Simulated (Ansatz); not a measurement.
# CH₈FNOSi₂: ionisation energy by level of theory

The task here is to estimate one member of a computed series from the others.

Method: unrestricted cation, the program's frozen cores in correlated methods; program: Ansatz 0.2.0, Gaussian basis.

Plan: UKS PBE-D4/def2-TZVPP; UKS r2SCAN-D4/def2-TZVPP; UKS PBE0-D4/def2-TZVPP; UKS B3LYP-D4/def2-TZVPP; UKS wB97X-V/def2-TZVPP; UKS wB97M-V/def2-TZVPP; UKS B2PLYP/def2-TZVPP; UHF-CCSD(T)/def2-TZVPP; UHF-MP2/def2-QZVPP; extrapolation to the limit; then −ε(HOMO) from the neutral's earlier runs with LDA (SPW92), PBE-D4, revPBE-D4, BLYP-D4, r2SCAN-D4, B97M-V, PBE0-D4, B3LYP-D4, r2SCANh-D4, r2SCAN0-D4, HSE06-D4, BHLYP-D4, CAM-B3LYP-D4, LC-ωPBE, ωB97X-V, ωB97M-V.

### The relaxed structure

The geometry comes from an earlier relaxation with PBE0-D4 in a triple-zeta def2 set; it is a stationary point, not always the lowest conformer.

SMILES `CN([SiH2]O)[SiH2]F`, 14 atoms, charge 0, spin multiplicity 1.

Atoms are counted from 1 here; the program's logs count them from 0.

Bond lengths: C1–N2 1.467 Å, C1–H7 1.094 Å, C1–H8 1.094 Å, C1–H9 1.093 Å, N2–Si3 1.727 Å, N2–Si5 1.707 Å, Si3–O4 1.644 Å, Si3–H10 1.480 Å, Si3–H11 1.484 Å, O4–H12 0.959 Å, Si5–F6 1.605 Å, Si5–H13 1.481 Å, Si5–H14 1.478 Å. Angles: N2–C1–H7 110.5°, N2–C1–H8 112.0°, N2–C1–H9 110.6°, H7–C1–H8 107.9°, H7–C1–H9 107.5°, H8–C1–H9 108.1°, C1–N2–Si3 116.6°, C1–N2–Si5 118.3°, Si3–N2–Si5 124.7°, N2–Si3–O4 113.7°, N2–Si3–H10 109.1°, N2–Si3–H11 106.1°, O4–Si3–H10 103.4°, O4–Si3–H11 111.6°, H10–Si3–H11 113.0°, Si3–O4–H12 117.7°, N2–Si5–F6 112.1°, N2–Si5–H13 109.2° and more.

The first run:

File in.yaml:

```yaml
crystal:
  periodic: [false, false, false]
  atoms:
    - {symbol: C, position_ang: [-0.585708, -1.210597, -0.846516]}
    - {symbol: N, position_ang: [-0.269781, -0.120265, 0.082949]}
    - {symbol: Si, position_ang: [1.258766, -0.204083, 0.883360]}
    - {symbol: O, position_ang: [2.544463, -0.143561, -0.140009]}
    - {symbol: Si, position_ang: [-1.339887, 1.206971, 0.167776]}
    - {symbol: F, position_ang: [-1.186315, 2.188134, -1.092817]}
    - {symbol: H, position_ang: [-0.260225, -2.170670, -0.435341]}
    - {symbol: H, position_ang: [-0.098836, -1.077040, -1.816559]}
    - {symbol: H, position_ang: [-1.664262, -1.273463, -1.014217]}
    - {symbol: H, position_ang: [1.396489, -1.528817, 1.529670]}
    - {symbol: H, position_ang: [1.278151, 0.918389, 1.853696]}
    - {symbol: H, position_ang: [2.686051, 0.667353, -0.631066]}
    - {symbol: H, position_ang: [-2.734993, 0.711536, 0.115285]}
    - {symbol: H, position_ang: [-1.037012, 2.006812, 1.372589]}
basis:
  gaussian: {orbitals: def2-TZVPP}
total_charge: 1
magnetization: {spin_polarized: true, initial_magnetization: 1}
hamiltonian: {xc: pbe, dispersion: d4}
```

Among the steps run: Cation, UKS PBE-D4/def2-TZVPP; Cation, UKS r2SCAN-D4/def2-TZVPP; Cation, UKS PBE0-D4/def2-TZVPP; Cation, UKS B3LYP-D4/def2-TZVPP; Cation, UKS wB97X-V/def2-TZVPP; Cation, UKS wB97M-V/def2-TZVPP; Cation, UKS B2PLYP (frozen core)/def2-TZVPP; Cation, UHF-CCSD(T)/def2-TZVPP; Cation, UHF-MP2/def2-QZVPP.

One table of the session follows, with a row left open; its other results are not shown here.

For comparison, −ε(HOMO) of the neutral from earlier runs:

| functional | −ε(HOMO) (eV) |
| --- | --- |
| LDA (SPW92) | 6.57 |
| PBE-D4 | 6.42 |
| revPBE-D4 | 6.35 |
| BLYP-D4 | 6.28 |
| r2SCAN-D4 | 6.68 |
| B97M-V | 6.84 |
| PBE0-D4 | 7.76 |
| B3LYP-D4 | ? |
| r2SCANh-D4 | 7.19 |
| r2SCAN0-D4 | 7.96 |
| HSE06-D4 | 7.36 |
| BHLYP-D4 | 9.03 |
| CAM-B3LYP-D4 | 9.15 |
| LC-ωPBE | 10.53 |
| ωB97X-V | 10.17 |
| ωB97M-V | 10.10 |

Estimate the missing values for B3LYP-D4.

Worked estimate for «−ε(HOMO) (eV)». Against the share of exact exchange, BLYP-D4 (0, 6.28), BHLYP-D4 (0.5, 9.03) give a slope of 5.50 per unit share; at 0.2 the line stands at 7.38.

As computed: −ε(HOMO) (eV): 7.52. In «−ε(HOMO) (eV)» the line misses by -0.14.
